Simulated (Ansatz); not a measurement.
# AlGaH (sextet): from Hartree-Fock to the top rungs, 6-31G

An exercise on one series of results from a longer session: the logs are not shown, and one member is left open.

Method: 6-31G, core rule «outside noble gas», up to 19 orbitals frozen; program: Ansatz 0.2.0, Gaussian basis.

Plan: UHF; CCSD(T) on ROHF; CCSD(T) on UHF; BCCD(T) on ROHF; CISD; CCSDT(Q) on ROHF; CCSDT(Q) on UHF; CISDTQ; CASSCF and MRCISD+Q, 7 electrons in 9 orbitals; CASSCF and NEVPT2, 7 electrons in 9 orbitals; Full CI; Full CI in the symmetry of the determinant.

14 further runs of the same task are left out: 9 that didn't finish, 5 set aside as unsound or not needed.

## The geometry

The geometry is a PBE0/def2-TZVP stationary point (not a proven minimum) of the parent state, kept for this charge and spin. No spin-orbit coupling is included. The filled d shell of Ga may be among the frozen orbitals whatever the setting's name suggests; the logs give the count.

3 atoms, charge 0, spin multiplicity 6.

Atoms are counted from 1 here; the program's logs count them from 0.

Bond lengths: Al1–Ga2 2.308 Å, Ga2–H3 1.559 Å. Angles: Al1–Ga2–H3 180.0°.

Set-up of the first run:

Input file in.yaml:

```yaml
crystal:
  periodic: [false, false, false]
  atoms:
    - {symbol: Al, position_ang: [0.000000, 0.000000, 2.058500]}
    - {symbol: Ga, position_ang: [0.000000, 0.000000, -0.249900]}
    - {symbol: H, position_ang: [0.000000, 0.000000, -1.808600]}
basis:
  gaussian: {orbitals: 6-31G}
magnetization: {spin_polarized: true, initial_magnetization: 5}
hamiltonian: {xc: hf}
output: {orbitals: {seedname: orbitals}}
```

The run is started by

```
$ ansatz run in.yaml --threads 1 --pin off --events-out ev --progress --plain --max-ram 2393MiB
```

Among the steps run: UHF; CCSD(T) on ROHF; CCSD(T) on UHF; BCCD(T) on ROHF; CISD; CCSDT(Q) on ROHF; CCSDT(Q) on UHF; CISDTQ; CASSCF and MRCISD+Q, 7 electrons in 9 orbitals; CASSCF and NEVPT2, 7 electrons in 9 orbitals; Full CI; Full CI in the symmetry of the determinant.

One table of the session follows, with a row left open; its other results are not shown here.

It belongs to the step «Misses and costs». 

| method | from FCI (kJ/mol) |
| --- | --- |
| ROHF | +125.9 |
| UHF | ? |
| RMP2 | +51.5 |
| UMP2 | +49.7 |
| RCCSD | +5.2 |
| UCCSD | +4.3 |
| RCCSD(T) | +2.1 |
| UCCSD(T) | +1.3 |
| BCCD(T) | +1.8 |
| RCCSDT | -0.1 |
| UCCSDT | -0.7 |
| RCCSDT(Q) | -0.2 |
| UCCSDT(Q) | -0.8 |
| CASSCF valence | +42.6 |
| NEVPT2 valence | +13.0 |
| MRCISD valence | +1.0 |
| MRCISD+Q valence | +0.3 |
| FCI | 0 |

Q: Estimate the row for UHF from the others.

The run gave: from FCI (kJ/mol): +123.6. In the column «from FCI (kJ/mol)» it lies between RMP2 (+51.5) and ROHF (+125.9).

Not comparable, so not listed: CISD; CISDTQ (they don't share determinant, frozen orbitals or solution with the rows shown, or repeat one).

Limits of these values: UCCSDT, UCCSDT(Q) fall below full CI: unrestricted runs freeze a spin-polarised core, another one than full CI's, and coupled cluster isn't variational. Levels on UHF freeze UHF's core orbitals, full CI those of ROHF, so the U rows can settle a little off it for that reason alone. Restricted and unrestricted rows rest on different reference determinants; where their highest levels disagree by more than a few hundredths of an eV, they describe different states and don't form one ladder.
